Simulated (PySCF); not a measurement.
# La3 (La3): the cost of one run

Method: r2SCAN, La def2-SVP with ECP46; scalar-relativistic core potentials, no spin–orbit coupling; program: PySCF 2.14.0.

3 further runs of the same task are left out: 1 for a known fault of the program, 1 that didn't finish, 1 set aside as unsound or not needed.

## (1) The starting structure

3 atoms, charge 0, spin multiplicity 2.

Bond lengths: La1–La2 3.022 Å, La2–La3 3.129 Å. Angles: La1–La2–La3 180.0°.

As a file:

```xyz
3
charge 0, multiplicity 2
La    0.00000    0.00001    3.05753
La    0.00000   -0.00002    0.03593
La    0.00000    0.00001   -3.09346
```

An earlier session relaxed this geometry at r2SCAN, La def2-SVP with ECP46 (doublet, point group C∞v).

Its energy there is -94.587524 Eh.

## (2) Multiplicity 4 at the relaxed geometry

File run.py (the lines that set the calculation):

```python
mol = gto.M(atom='''
La     0.00000     0.00001     3.05753
La     0.00000    -0.00002     0.03593
La     0.00000     0.00001    -3.09346''',
    basis={'La': 'def2-SVP'},
    ecp={'La': 'def2-SVP'},
    charge=0, spin=3)
mf = dft.UKS(mol, xc='R2SCAN')
mf.grids.atom_grid = (50, 194)  # f atoms: unpruned, at least (60, 302)
mf = mf.density_fit()  # fitting sets: La def2-universal-JKFIT
mf.conv_tol = 1e-08; mf.max_cycle = 55
mf.kernel(dm0)  # dm0: free metal ions and neutral atoms
```

The run is started by

```
OMP_NUM_THREADS=2 python run.py
```

**Question.** How long does this run take on 2 threads of Arm Neoverse V1, shared host?

About 13 s.
